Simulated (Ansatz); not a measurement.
# SrMg, space group Fm-3m: a convergence test of the plane-wave cutoff

With the Python package of Ansatz (0.2.0).

Typed at the interpreter:
```pycon
>>> import csv
>>> import ansatz as az
>>> srmg = (
...     az.Lattice.from_parameters(4.94906, 4.94906, 4.94906, alpha=60.0, beta=60.0, gamma=60.0)
...     .atom("Sr", [0.5, 0.5, 0.5])
...     .atom("Mg", [0.0, 0.0, 0.0])
... )
>>> srmg.resolved().sites[-1]
Site(symbol='Mg', position=(0.0, 0.0, 0.0), moment=None, axis=None, held=None, saved=None)
>>> setup = (
...     srmg.calculation()
...     .functional("pbesol")
...     .kpoints(6)
...     .occupations("fermi_dirac")
... )
>>> rows = []
>>> for value in [300, 350, 400, 450, 500]:
...     r = setup.basis(value).run(threads=1).report
...     rows.append((value, r["free_energy_ev"] / len(r["lattice"]["sites"]), r["n_iterations"], r["n_pw"]))
...
DeckWarning: basis.ecutwfc = 300 eV is below the records' recommended 420 eV, and the density's cutoff is lower with it unless basis.ecutrho_ratio is high enough to keep the records' density cutoff: compare with a run at a higher cutoff
DeckWarning: basis.ecutwfc = 350 eV is below the records' recommended 420 eV, and the density's cutoff is lower with it unless basis.ecutrho_ratio is high enough to keep the records' density cutoff: compare with a run at a higher cutoff
DeckWarning: basis.ecutwfc = 400 eV is below the records' recommended 420 eV, and the density's cutoff is lower with it unless basis.ecutrho_ratio is high enough to keep the records' density cutoff: compare with a run at a higher cutoff
>>> with open("ecut.csv", "w", newline="") as handle:
...     writer = csv.writer(handle)
...     writer.writerow(["cutoff (eV)", "F/atom (eV)", "iterations", "plane waves"])
...     writer.writerows([round(v, 5) if isinstance(v, float) else v for v in row] for row in rows)
...
48
>>> # differences from the last row
>>> for row in rows[:-1]:
...     shift = 1000 * (row[1] - rows[-1][1])
...     print(f"{row[0]}: {shift:+.2f} meV/atom" + ("  (within 5 meV)" if abs(shift) < 5 else ""))
...
300: +11.97 meV/atom
350: +0.92 meV/atom  (within 5 meV)
400: +0.15 meV/atom  (within 5 meV)
450: +0.05 meV/atom  (within 5 meV)
```

`ecut.csv`, as written:
```csv
cutoff (eV),F/atom (eV),iterations,plane waves
300,-2701.89361,6,965
350,-2701.90466,6,1243
400,-2701.90542,6,1471
450,-2701.90552,6,1837
500,-2701.90557,6,2109
```

From 350 eV on it stays within 5 meV an atom of the value at 500 eV; the first row (300 eV) is off by 12.0 meV and the last but one by 0.05 meV. The energy falls steadily, as expected when plane waves are added.

Reading the output:
- For a metal this k-point mesh is coarse: on a finer one energies can move by several to tens of meV an atom and pressures by half a GPa or more, differences at one mesh by less.
- This cell is a computed structure, which may not be the phase found in nature.
- Warnings are shown shortened and without file and line.
- Shifts are counted from the last row, which is itself no proven limit.
- Wall time of the script: 5.6 s on 1 thread of Arm Neoverse V1, on a shared host, peak memory 0.37 GiB.

(Lines on the test bed's own set-up are left out of the output.)
